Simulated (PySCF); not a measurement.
# HfCl: from the state search to spectroscopic constants

An exercise on one series of results from a longer session: the logs are not shown, and one member is left open.

The runs use PySCF 2.14.0; Hf def2-TZVPPD with ECP60, Cl def2-TZVPPD, scalar-relativistic core potentials.

The first run:

A driver script around PySCF takes these settings:

```json
{
 "atoms": "Hf, Cl",
 "charge": "0",
 "basis": "Hf def2-TZVPPD with ECP60, Cl def2-TZVPPD",
 "Hamiltonian": "scalar-relativistic core potentials",
 "basis functions": "110",
 "electrons treated": "29",
 "masses in u": "179.9465, 34.9689",
 "levels": "PBE0, PBE, r²SCAN, PW91, revPBE, MN15, r²SCANh, M06-2X, HSE06, HF, MP2, SCS-MP2, CCSD, CCSD(T)",
 "grid": "80 radial by 434 angular points",
 "occupations": "held fixed by the projection of orbital angular momentum",
 "dissociation limit": "Hf + Cl, each in its ground configuration",
 "starting distance in angstrom": "2.370",
 "values of 2S to try": "1, 3, 5"
}
```

The run is started by

```bash
$ OMP_NUM_THREADS=2 python dia.py task.json out
```

Steps of the session up to this table: The job; The PBE0 curve of the state that the search chose; Excited determinants; PBE (GGA); r²SCAN (meta-GGA); PW91; revPBE; MN15 (hybrid meta-GGA); r²SCANh (hybrid meta-GGA); M06-2X (hybrid meta-GGA); HSE06 (range-separated hybrid); ROHF; MP2 and coupled cluster.

One of the session's tables, all rows but one given; the rest of the session is left out.

Energy (eV) from each level's lowest point:

| R (Å) | ROHF | ROHF-MP2 | ROHF-SCS-MP2 | ROHF-CCSD | ROHF-CCSD(T) |
| --- | --- | --- | --- | --- | --- |
| 1.987 | 1.745 | 1.276 | 1.381 | n/a | n/a |
| 2.079 | 0.869 | 0.557 | 0.625 | 0.670 | 0.650 |
| 2.171 | 0.350 | 0.169 | 0.206 | 0.230 | 0.219 |
| 2.241 | 0.132 | 0.035 | 0.052 | 0.063 | 0.058 |
| 2.310 | 0.024 | 0.000 | 0.000 | 0.000 | 0.000 |
| 2.379 | ? | ? | ? | ? | ? |
| 2.472 | 0.063 | 0.175 | 0.142 | 0.124 | 0.134 |
| 2.587 | 0.244 | 0.431 | 0.380 | 0.355 | 0.370 |
| 2.726 | 0.548 | 0.807 | 0.740 | 0.709 | 0.729 |
| 2.911 | 1.016 | 1.348 | 1.265 | n/a | n/a |

Q: Estimate the row for R (Å) = 2.379 from the others.

Worked estimate for «ROHF». A straight line through the neighbours (2.310, 0.024) and (2.472, 0.063) gives 0.024 + (0.063 − 0.024) × (2.379 − 2.310) / (2.472 − 2.310) = 0.041; a parabola fitted to 4 rows on both sides gives 0.007.

**Answer.** ROHF: 0.000; ROHF-MP2: 0.039; ROHF-SCS-MP2: 0.024; ROHF-CCSD: 0.015; ROHF-CCSD(T): 0.020. In «ROHF» the line misses by +0.041 and the parabola by +0.007.

To keep in mind: Lowest PBE0 solution found, without spin–orbit coupling: ²Δ (doublet), unpaired electrons δ ↑. The state is the lowest single determinant that the PBE0 search found; with open d or f shells the true ground state can be another one. With spin–orbit coupling the term label itself may not hold. Warnings in the runs' records: inverted.
